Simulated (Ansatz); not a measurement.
# InH₃O: how energies converge with the basis set

The task here is to estimate one member of a computed series from the others.

Program: Ansatz 0.2.0, Gaussian basis. Level of theory: one geometry, several basis sets. These are calculated values, not measurements.

Levels to be run: PBE0-D4/def2-SVP; ωB97M-V/def2-SVP; PBE0-D4/def2-QZVPP; ωB97M-V/def2-QZVPP; the functionals' def2-TZVPP values are taken from earlier runs.

1 further run of the same task is left out (for a known fault of the program).

### Structure used throughout

All runs share one geometry, relaxed beforehand with PBE0-D4 in a triple-zeta def2 set. In takes the def2 core potential; no spin-orbit term is included.

SMILES `[OH][InH2]`, 5 atoms, charge 0, spin multiplicity 1.

Atoms are counted from 1 here; the program's logs count them from 0.

Bond lengths: O1–In2 1.991 Å, O1–H3 0.959 Å, In2–H4 1.715 Å, In2–H5 1.705 Å. Angles: In2–O1–H3 113.4°, O1–In2–H4 114.8°, O1–In2–H5 111.5°, H4–In2–H5 133.7°.

The first run:

The input, in.yaml:

```yaml
crystal:
  periodic: [false, false, false]
  atoms:
    - {symbol: O, position_ang: [0.829282, -0.830845, 0.776579]}
    - {symbol: In, position_ang: [-0.169392, 0.504190, -0.312407]}
    - {symbol: H, position_ang: [0.380686, -1.675833, 0.849399]}
    - {symbol: H, position_ang: [-1.661634, -0.055662, -0.945431]}
    - {symbol: H, position_ang: [0.670957, 1.984449, -0.409440]}
basis:
  gaussian: {orbitals: def2-SVP}
hamiltonian: {xc: pbe0, dispersion: d4}
output: {orbitals: {seedname: orbitals}}
```

Command:

```sh
$ ansatz run in.yaml --threads 2 --pin off --events-out ev --progress --plain --max-ram 32768MiB --backend cpu
```

Steps of the session up to this table: PBE0-D4 in def2-SVP; ωB97M-V in def2-SVP; PBE0-D4 in def2-QZVPP; ωB97M-V in def2-QZVPP.

One table of the session follows, with a row left open; its other results are not shown here.

It belongs to the step «Functionals by basis». 

```
functional       basis  HOMO (eV)  LUMO (eV)
   PBE0-D4    def2-SVP      -8.00      -1.36
   PBE0-D4  def2-TZVPP      -8.23      -1.48
   PBE0-D4  def2-QZVPP      -8.27      -1.52
   ωB97M-V    def2-SVP          ?          ?
   ωB97M-V  def2-TZVPP     -10.50      -0.04
   ωB97M-V  def2-QZVPP     -10.54      -0.12
```

Q: Estimate the row for ωB97M-V, def2-SVP from the others.

The run gave: HOMO (eV): -10.27; LUMO (eV): 0.25. In the column «HOMO (eV)» it lies between ωB97M-V, def2-TZVPP (-10.50) and PBE0-D4, def2-QZVPP (-8.27).
